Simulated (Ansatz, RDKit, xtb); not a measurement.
**C3H7AlOSi: ranking a sample of isomers**

Which of a sample of isomers of C3H7AlOSi is the most stable in the gas at 298.15 K, and what are its properties? The sample is small against all isomers, and the most stable one of this formula need not be in it.

Plan: many cheap relaxations first (GFN2-xTB), then density-functional screening, relaxation at r2SCAN-D4/def2-SVP, vibrations (at GFN2-xTB) and a final energy. The numbers are computed, not measured.

## 1. Possible bonding patterns

Isomers were taken from a list of plausible structures; this is a sample, not all of them. That gives 4 candidates.

| label | SMILES | spin |
| --- | --- | --- |
| c141 | CC#C[SiH2][O][AlH2] | singlet |
| c537 | C#C[CH2][AlH][O][SiH3] | singlet |
| c763 | [AlH2][O][SiH2]C1C=C1 | singlet |
| c785 | C#[C][AlH][O]C[SiH3] | singlet |

Candidates are built by distance geometry, with a force field where one applies, in up to four conformers (letters a to d).

**Question.** With final energies at CCSD(T)/def2-SVP + MP2/def2-TZVPP - MP2/def2-SVP, which structure will this search put lowest in free energy, and by what margin?

| quantity | value |
| --- | --- |
| lowest structure found | CC#C[SiH2][O][AlH2], singlet |
| next finalist | C#C[CH2][AlH][O][SiH3], singlet, 8.4 kcal/mol higher in G |
| share at equilibrium, among the finalists | 100.0 % |

The lowest structure found is `CC#C[SiH2][O][AlH2]`. Among the finalists first place is clear (8.4 kcal/mol); structures outside the list aren't covered. GFN2-xTB, HF/STO-3G, r2SCAN-D4/def2-SVP, r2SCAN-D4/def2-SVP, relaxed, HF/def2-SVP and MP2/def2-SVP already put its bonding pattern lowest among the structures in one piece. One minimum inside the window was never screened. Lowest found is not proven lowest: the search is finite, and each finalist counts with one conformer. Only 4 drawn patterns were tried, so whole families of isomers are missing, and the result ranks this sample alone.
